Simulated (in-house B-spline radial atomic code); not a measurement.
**Pm²⁺: a fraction of an electron removed from 4d**

Aim: the energy of Pm²⁺ as a fraction of an electron is removed from 4d, to see how far it bends away from a straight line.

Method: scalar-relativistic (spin-free one-electron X2C) PBE0, spin-polarised, spherical fractional occupations, Fermi nucleus, basis-set limit. Code: in-house B-spline radial atomic code version 1.

### 1 The system

- element: promethium (Z = 61)
- charge: +2
- electrons: 59
- configuration: [Xe] 4f5
- Hamiltonian: scalar-relativistic (X2C)
- nucleus: Fermi, rms radius 4.962 fm

Outer shells as boxes (Hund's rule):

[Xe] 4f5
```
[Xe] core
4f [↑ ][↑ ][↑ ][↑ ][↑ ][  ][  ]
```

Where spins are not typed, each open shell is filled with up spins first.

### 2 The start, at fraction 0

Input settings:

```ini
Z = 61
electrons = 59.0
configuration = [Xe] 4f5
hamiltonian = x2c
method = pbe0
spin_polarised = True
nucleus = fermi
rms_radius = 4.961999461404065
mass_number = 145
atomic_mass = 144.912755748
speed_of_light = 137.035999084
```

### 3 0.06 electron removed from 4d

The settings differ from step 2 so:

```diff
@@ -1,4 +1,4 @@
 Z = 61
-electrons = 59.0
-configuration = [Xe] 4f5
+electrons = 58.94
+configuration = [Kr] 4d9.94 4f5 5s2 5p6
 hamiltonian = x2c
```

### 4 0.17 electron removed from 4d

The settings differ from step 3 so:

```diff
@@ -1,4 +1,4 @@
 Z = 61
-electrons = 58.94
-configuration = [Kr] 4d9.94 4f5 5s2 5p6
+electrons = 58.83
+configuration = [Kr] 4d9.83 4f5 5s2 5p6
 hamiltonian = x2c
```

### 5 0.37 electron removed from 4d

The settings differ from step 4 so:

```diff
@@ -1,4 +1,4 @@
 Z = 61
-electrons = 58.83
-configuration = [Kr] 4d9.83 4f5 5s2 5p6
+electrons = 58.63
+configuration = [Kr] 4d9.63 4f5 5s2 5p6
 hamiltonian = x2c
```

### 6 0.47 electron removed from 4d

The settings differ from step 5 so:

```diff
@@ -1,4 +1,4 @@
 Z = 61
-electrons = 58.63
-configuration = [Kr] 4d9.63 4f5 5s2 5p6
+electrons = 58.53
+configuration = [Kr] 4d9.53 4f5 5s2 5p6
 hamiltonian = x2c
```

### 7 0.5 electron removed from 4d

The settings differ from step 6 so:

```diff
@@ -1,4 +1,4 @@
 Z = 61
-electrons = 58.53
-configuration = [Kr] 4d9.53 4f5 5s2 5p6
+electrons = 58.5
+configuration = [Kr] 4d9.5 4f5 5s2 5p6
 hamiltonian = x2c
```

### 8 0.58 electron removed from 4d

The settings differ from step 7 so:

```diff
@@ -1,4 +1,4 @@
 Z = 61
-electrons = 58.5
-configuration = [Kr] 4d9.5 4f5 5s2 5p6
+electrons = 58.42
+configuration = [Kr] 4d9.42 4f5 5s2 5p6
 hamiltonian = x2c
```

### 9 0.66 electron removed from 4d

The settings differ from step 8 so:

```diff
@@ -1,4 +1,4 @@
 Z = 61
-electrons = 58.42
-configuration = [Kr] 4d9.42 4f5 5s2 5p6
+electrons = 58.34
+configuration = [Kr] 4d9.34 4f5 5s2 5p6
 hamiltonian = x2c
```

### 10 0.79 electron removed from 4d

The settings differ from step 9 so:

```diff
@@ -1,4 +1,4 @@
 Z = 61
-electrons = 58.34
-configuration = [Kr] 4d9.34 4f5 5s2 5p6
+electrons = 58.21
+configuration = [Kr] 4d9.21 4f5 5s2 5p6
 hamiltonian = x2c
```

### 11 0.94 electron removed from 4d

The settings differ from step 10 so:

```diff
@@ -1,4 +1,4 @@
 Z = 61
-electrons = 58.21
-configuration = [Kr] 4d9.21 4f5 5s2 5p6
+electrons = 58.06
+configuration = [Kr] 4d9.06 4f5 5s2 5p6
 hamiltonian = x2c
```

### 12 1 electron removed from 4d

The settings differ from step 11 so:

```diff
@@ -1,4 +1,4 @@
 Z = 61
-electrons = 58.06
-configuration = [Kr] 4d9.06 4f5 5s2 5p6
+electrons = 58.0
+configuration = [Kr] 4d9 4f5 5s2 5p6
 hamiltonian = x2c
```

**Question.** How does the energy change with the fraction, and which way and how far does it bend from the straight line between the ends?

The runs gave:

| fraction | energy change (eV) | less the straight line (eV) | level 4d down (eV) | sum of <r²> (bohr²) |
| --- | --- | --- | --- | --- |
| 0 | 0.0000 | 0.0000 | -137.58 | 41.182 |
| 0.06 | 8.2827 | -0.4706 | -138.51 | 40.863 |
| 0.17 | 23.6145 | -1.1864 | -140.26 | 40.304 |
| 0.37 | 51.9928 | -1.9857 | -143.55 | 39.360 |
| 0.47 | 66.4322 | -2.1351 | -145.25 | 38.917 |
| 0.5 | 70.7973 | -2.1466 | -145.76 | 38.787 |
| 0.58 | 82.5135 | -2.1015 | -147.15 | 38.448 |
| 0.66 | 94.3413 | -1.9447 | -148.55 | 38.118 |
| 0.79 | 113.8035 | -1.4479 | -150.87 | 37.600 |
| 0.94 | 136.6385 | -0.4961 | -153.60 | 37.027 |
| 1 | 145.8879 | 0.0000 | -154.71 | 36.804 |

From fraction 0 to 1 the energy changes by 145.888 eV. It sags under the straight line by up to 2.15 eV (at 0.5). Slater's transition state, the slope from the orbital energy at fraction 0.5 (Janak's theorem), gives 145.760 eV for the whole step. Here exact exchange is taken at spherical fractional occupations, which leaves self-interaction in open p, d and f shells; that spoils the energies somewhat, at whole numbers too.
